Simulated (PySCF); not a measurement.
# CH6BInTe (SMILES BC[Te][InH2]) at 3 levels

Aim: a comparison of 3 runs (HF/STO-3G, TPSSh/def2-TZVP, MP2/def2-SVP) of CH6BInTe. Input form: a Python script.

The calculation is run with PySCF 2.14.0.

## 1. Starting point

CH6BInTe has 10 atoms, charge 0, and is taken as a singlet. SMILES: `BC[Te][InH2]`. The shape comes from GFN2-xTB, which is rough for such elements, and wasn't checked as a minimum. This is one conformer, not always the lowest.

Bond lengths: B1–C2 1.532 Å, C2–Te3 2.208 Å, Te3–In4 2.727 Å, B1–H5 1.169 Å, B1–H6 1.194 Å, C2–H7 1.090 Å, C2–H8 1.082 Å, In4–H9 1.727 Å, In4–H10 1.743 Å. Some angles: B1–C2–Te3 83.8°, C2–Te3–In4 83.4°, B1–C2–H7 119.8°, B1–C2–H8 120.5°, Te3–C2–H7 108.5°, Te3–C2–H8 108.2°, C2–B1–H5 121.5°, C2–B1–H6 118.5°, Te3–In4–H9 116.6°, Te3–In4–H10 127.2°.

## 2. Energy and gradient at HF/STO-3G (run 1)

Contents of mol.xyz:

```xyz
10
CH6BInTe
B     -0.092210     0.850980     1.114240
C     -1.070300     0.908300    -0.063260
Te    -1.384210    -1.227070     0.404500
In     1.024730    -1.530740    -0.837110
H     -0.426520     1.123810     2.200860
H      1.063360     0.657030     0.886150
H     -0.689070     0.987090    -1.081400
H     -2.018950     1.419650     0.034550
H      1.425940    -0.360070    -2.042070
H      2.167230    -2.828990    -0.616460
```

Contents of job.py:

```python
# BC[Te][InH2]
import pyscf.grad
from pyscf import gto, scf

system = gto.M(
    atom='mol.xyz',
    verbose=3,
    basis='sto-3g',
    spin=0,
    max_memory=1860,
)

myscf = scf.RHF(system)
myscf.conv_tol = 1e-10
myscf.kernel()
if not myscf.converged:
    myscf = myscf.newton().run(myscf.mo_coeff, myscf.mo_occ)

energy = myscf.e_tot
print('E = %.10f Eh' % energy)
grad = myscf.Gradients().kernel()
myscf.analyze()
```

Started as:

```
OMP_NUM_THREADS=1 python job.py
```

The program printed:

```text
converged SCF energy = -12295.318439035
E = -12295.3184390350 Eh
--------------- RHF gradients ---------------
         x                y                z
0 B    -0.0124114843    -0.0044261665    -0.0036108390
1 C     0.0090082951     0.0050429645     0.0051912867
2 Te    -0.0151766754    -0.0068047686     0.0086335747
3 In    -0.0376786117     0.0144191329     0.0230242586
4 H    -0.0035666667     0.0024291399     0.0078794788
5 H     0.0173754151    -0.0006945407    -0.0047312168
6 H     0.0029134958    -0.0014868243    -0.0077236918
7 H    -0.0018683322    -0.0024433532    -0.0029330471
8 H     0.0124214404     0.0205354459    -0.0250825763
9 H     0.0289831239    -0.0265710298    -0.0006472277
----------------------------------------------
**** MO energy ****
MO #1   energy= -1118.63419565894  occ= 2
MO #2   energy= -986.891756893448  occ= 2
MO #3   energy= -169.073838048529  occ= 2
MO #4   energy= -160.539369652806  occ= 2
MO #5   energy= -160.5390401425    occ= 2
MO #6   energy= -160.538777182874  occ= 2
MO #7   energy= -146.028217143594  occ= 2
MO #8   energy= -138.040079824183  occ= 2
MO #9   energy= -138.03861917722   occ= 2
MO #10  energy= -138.038446206116  occ= 2
MO #11  energy= -33.5373335883186  occ= 2
MO #12  energy= -30.4867805180321  occ= 2
MO #13  energy= -30.4853243442895  occ= 2
MO #14  energy= -30.4836518500389  occ= 2
MO #15  energy= -27.7165526329425  occ= 2
MO #16  energy= -24.7360335022233  occ= 2
MO #17  energy= -24.7317468744574  occ= 2
MO #18  energy= -24.7308939711723  occ= 2
MO #19  energy= -21.5660762348128  occ= 2
MO #20  energy= -21.5658902851132  occ= 2
MO #21  energy= -21.5645765139392  occ= 2
MO #22  energy= -21.5632210770009  occ= 2
MO #23  energy= -21.5629713001711  occ= 2
MO #24  energy= -16.6018440649867  occ= 2
MO #25  energy= -16.6016530010829  occ= 2
MO #26  energy= -16.6008943987741  occ= 2
MO #27  energy= -16.5964185343298  occ= 2
MO #28  energy= -16.5959845147506  occ= 2
MO #29  energy= -11.026971758153   occ= 2
MO #30  energy= -7.38512817275641  occ= 2
MO #31  energy= -5.95989816694074  occ= 2
MO #32  energy= -4.61237707279259  occ= 2
MO #33  energy= -4.60671250194366  occ= 2
MO #34  energy= -4.59957886822367  occ= 2
MO #35  energy= -4.25985521165817  occ= 2
MO #36  energy= -3.08084592893123  occ= 2
MO #37  energy= -3.07136359272574  occ= 2
MO #38  energy= -3.0667148104327   occ= 2
MO #39  energy= -1.5892202390552   occ= 2
MO #40  energy= -1.58719840853464  occ= 2
MO #41  energy= -1.58101018143166  occ= 2
MO #42  energy= -1.57585495818741  occ= 2
MO #43  energy= -1.57515379566505  occ= 2
MO #44  energy= -0.925725027600311 occ= 2
MO #45  energy= -0.662626453164761 occ= 2
MO #46  energy= -0.611741075310413 occ= 2
MO #47  energy= -0.578273505843302 occ= 2
MO #48  energy= -0.577219713557466 occ= 2
MO #49  energy= -0.573793651341396 occ= 2
MO #50  energy= -0.571455125124312 occ= 2
MO #51  energy= -0.56870064269367  occ= 2
MO #52  energy= -0.551463983602856 occ= 2
MO #53  energy= -0.475272988084279 occ= 2
MO #54  energy= -0.440729138609392 occ= 2
MO #55  energy= -0.422537660313291 occ= 2
MO #56  energy= -0.346834226926004 occ= 2
MO #57  energy= -0.321682758135181 occ= 2
MO #58  energy= -0.276867445559451 occ= 2
MO #59  energy= -0.245045385348469 occ= 2
MO #60  energy= 0.195606912478559  occ= 0
MO #61  energy= 0.255238919434179  occ= 0
MO #62  energy= 0.315981482562704  occ= 0
MO #63  energy= 0.329252753194886  occ= 0
MO #64  energy= 0.496255927351499  occ= 0
MO #65  energy= 0.531887259443797  occ= 0
MO #66  energy= 0.635017230207361  occ= 0
MO #67  energy= 0.705279202187416  occ= 0
MO #68  energy= 0.749276334880248  occ= 0
MO #69  energy= 0.813093513638407  occ= 0
MO #70  energy= 0.893441907797775  occ= 0
 ** Mulliken atomic charges  **
charge of    0B =      0.01767
charge of    1C =     -0.15000
charge of    2Te =     -0.03143
charge of    3In =      0.49983
charge of    4H =     -0.05351
charge of    5H =     -0.08136
charge of    6H =      0.04229
charge of    7H =      0.04852
charge of    8H =     -0.14909
charge of    9H =     -0.14291
Dipole moment(X, Y, Z, Debye):  0.96230, -0.53957, -1.61445
```

Run time: 12 s. Hardware: 1 thread of Intel Xeon at 2.70GHz, shared host; peak memory 0.14 GiB.

## 3. Energy and forces at TPSSh/def2-TZVP (core potential) (run 2)

mol.xyz is that of step 2.

Contents of job.py:

```python
from pyscf import gto, dft

mol = gto.Mole()
mol.atom = 'mol.xyz'
mol.max_memory = 1860
mol.verbose = 4
mol.basis = 'def2-tzvp'
mol.spin = 0
mol.ecp = {'Te': 'def2-svp', 'In': 'def2-svp'}
mol.build()

mf = dft.RKS(mol)
mf.xc = 'tpssh'
mf.grids.level = 5
mf.conv_tol = 1e-10
mf.kernel()
if not mf.converged:
    mf = mf.newton().run(mf.mo_coeff, mf.mo_occ)

e_tot = mf.e_tot
print('E(%s) = %.9f' % ('TPSSH', e_tot))
grad = mf.nuc_grad_method().kernel()
mf.analyze()
```

Started as:

```
OMP_NUM_THREADS=1 python job.py
```

The program printed:

```text
PySCF version 2.14.0

[... 111 lines left out ...]
DFT Exchange-Correlation Energy =      -49.089338496081609
[... 19 lines left out ...]
MO #18  energy= -0.739745965865106 occ= 2
[... 17 lines left out ...]
MO #36  energy= 0.0299546423312993 occ= 0
[... 17 lines left out ...]
MO #54  energy= 0.227288271780252  occ= 0
[... 17 lines left out ...]
MO #72  energy= 0.488146274971277  occ= 0
[... 17 lines left out ...]
MO #90  energy= 0.814321716774019  occ= 0
[... 17 lines left out ...]
MO #108 energy= 1.14842933936591   occ= 0
[... 17 lines left out ...]
MO #126 energy= 1.75382911201995   occ= 0
[... 17 lines left out ...]
MO #144 energy= 2.26059241162434   occ= 0
[... 17 lines left out ...]
MO #162 energy= 2.90407292135962   occ= 0
[... 17 lines left out ...]
MO #180 energy= 3.6671939650577    occ= 0
[... 17 lines left out ...]
MO #198 energy= 125.150941930483   occ= 0
[... 172 lines left out ...]
pop of  5 H 3s            0.00161
pop of  5 H 2px           0.00202
pop of  5 H 2py           0.00024
pop of  5 H 2pz           0.00020
pop of  6 H 1s            0.86277
pop of  6 H 2s            0.01136
pop of  6 H 3s            0.00378
pop of  6 H 2px           0.00030
pop of  6 H 2py           0.00048
pop of  6 H 2pz           0.00100
pop of  7 H 1s            0.85594
pop of  7 H 2s            0.01072
pop of  7 H 3s            0.00345
pop of  7 H 2px           0.00078
pop of  7 H 2py           0.00059
pop of  7 H 2pz           0.00015
pop of  8 H 1s            1.50914
pop of  8 H 2s            0.04666
pop of  8 H 3s            0.01303
pop of  8 H 2px           0.00579
pop of  8 H 2py           0.02379
pop of  8 H 2pz           0.02318
pop of  9 H 1s            1.48304
pop of  9 H 2s            0.03727
pop of  9 H 3s            0.01140
pop of  9 H 2px           0.01173
pop of  9 H 2py           0.01242
pop of  9 H 2pz           0.00365
 ** Mulliken atomic charges  **
charge of    0B =     -0.64727
charge of    1C =     -0.96115
charge of    2Te =      1.45992
charge of    3In =      1.11088
charge of    4H =      0.01050
charge of    5H =     -0.04047
charge of    6H =      0.12032
charge of    7H =      0.12837
charge of    8H =     -0.62159
charge of    9H =     -0.55952
Dipole moment(X, Y, Z, Debye): -0.63845, -0.51298, -1.06711
```

It took 5 min on 1 thread of Intel Xeon at 2.70GHz, shared host; peak memory 3.1 GiB.

## 4. Energy and forces at MP2/def2-SVP (core potential) (run 3)

Contents of start.xyz:

```xyz
10
CH6BInTe
B     -0.092210     0.850980     1.114240
C     -1.070300     0.908300    -0.063260
Te    -1.384210    -1.227070     0.404500
In     1.024730    -1.530740    -0.837110
H     -0.426520     1.123810     2.200860
H      1.063360     0.657030     0.886150
H     -0.689070     0.987090    -1.081400
H     -2.018950     1.419650     0.034550
H      1.425940    -0.360070    -2.042070
H      2.167230    -2.828990    -0.616460
```

Contents of job.py:

```python
import pyscf.grad
from pyscf import gto, scf, mp

mol = gto.M(
    atom='start.xyz',
    max_memory=1860,
    basis='def2-svp',
    verbose=3,
    ecp={'Te': 'def2-svp', 'In': 'def2-svp'},
)

mf = scf.RHF(mol)
mf.conv_tol = 1e-10
mf.kernel()
if not mf.converged:
    mf = mf.newton().run(mf.mo_coeff, mf.mo_occ)

pt = mp.MP2(mf, frozen=10).run()
etot = pt.e_tot
print('Final energy', etot)
grad = pt.Gradients().kernel()
dip = mf.dip_moment()
pop, q = mf.mulliken_pop()
```

Started as:

```
OMP_NUM_THREADS=1 python job.py
```

The program printed:

```text
converged SCF energy = -522.183115382127
[... 2 lines left out ...]
Final energy -522.6314864033982
[... 8 lines left out ...]
Dipole moment(X, Y, Z, Debye): -0.15627, -0.24911, -1.09417
[... 82 lines left out ...]
pop of  4 H 2s            0.27453
pop of  4 H 2px           0.00224
pop of  4 H 2py           0.00140
pop of  4 H 2pz           0.01187
pop of  5 H 1s            0.76831
pop of  5 H 2s            0.32560
pop of  5 H 2px           0.01113
pop of  5 H 2py           0.00102
pop of  5 H 2pz           0.00153
pop of  6 H 1s            0.73892
pop of  6 H 2s            0.12666
pop of  6 H 2px           0.00633
pop of  6 H 2py           0.00388
pop of  6 H 2pz           0.01743
pop of  7 H 1s            0.74115
pop of  7 H 2s            0.13475
pop of  7 H 2px           0.01572
pop of  7 H 2py           0.00741
pop of  7 H 2pz           0.00447
pop of  8 H 1s            0.66764
pop of  8 H 2s            0.49722
pop of  8 H 2px           0.00102
pop of  8 H 2py           0.00341
pop of  8 H 2pz           0.00359
pop of  9 H 1s            0.66015
pop of  9 H 2s            0.49860
pop of  9 H 2px           0.00333
pop of  9 H 2py           0.00389
pop of  9 H 2pz           0.00056
 ** Mulliken atomic charges  **
charge of    0B =      0.20429
charge of    1C =     -0.30735
charge of    2Te =     -0.20423
charge of    3In =      0.60405
charge of    4H =     -0.05303
charge of    5H =     -0.10759
charge of    6H =      0.10677
charge of    7H =      0.09649
charge of    8H =     -0.17288
charge of    9H =     -0.16653
```

It took 51 s on 1 thread of Intel Xeon at 2.70GHz, shared host; peak memory 1.2 GiB.

## 5. Overview of the runs

```
run                             level  core potential  integration grid    energy (Eh)  dipole moment (D) of the reference  HOMO energy (eV)  LUMO energy (eV)  wall time
  1                         HF/STO-3G               –                 –  -12295.318439                                1.96             -6.67              5.32       12 s
  2  TPSSh/def2-TZVP (core potential)        def2-svp                 5    -524.611872                                1.35             -6.37             -1.98      5 min
  3     MP2/def2-SVP (core potential)        def2-svp                 –    -522.631486                                1.13             -8.86              0.96       51 s
```

## 6. Outcome

```
                                           quantity          value
                                run 3: total energy  -522.63149 Eh
        run 3: dipole moment (Hartree–Fock density)         1.13 D
         run 3: HOMO energy (Hartree–Fock orbitals)       -8.86 eV
         run 3: LUMO energy (Hartree–Fock orbitals)        0.96 eV
       run 3: HOMO–LUMO gap (Hartree–Fock orbitals)        9.82 eV
run 3: correlation energy (10 core orbitals frozen)     -448.4 mEh
                    run 3: largest force on an atom     0.925 eV/Å
```

Some runs of one species differ in core potentials or relativity; totals across that change don't compare. In run 1 the basis is minimal, so the values are rough. In run 1 relativity is left out where basis or elements ask for it. All runs together took 6 min, the longest 5 min.
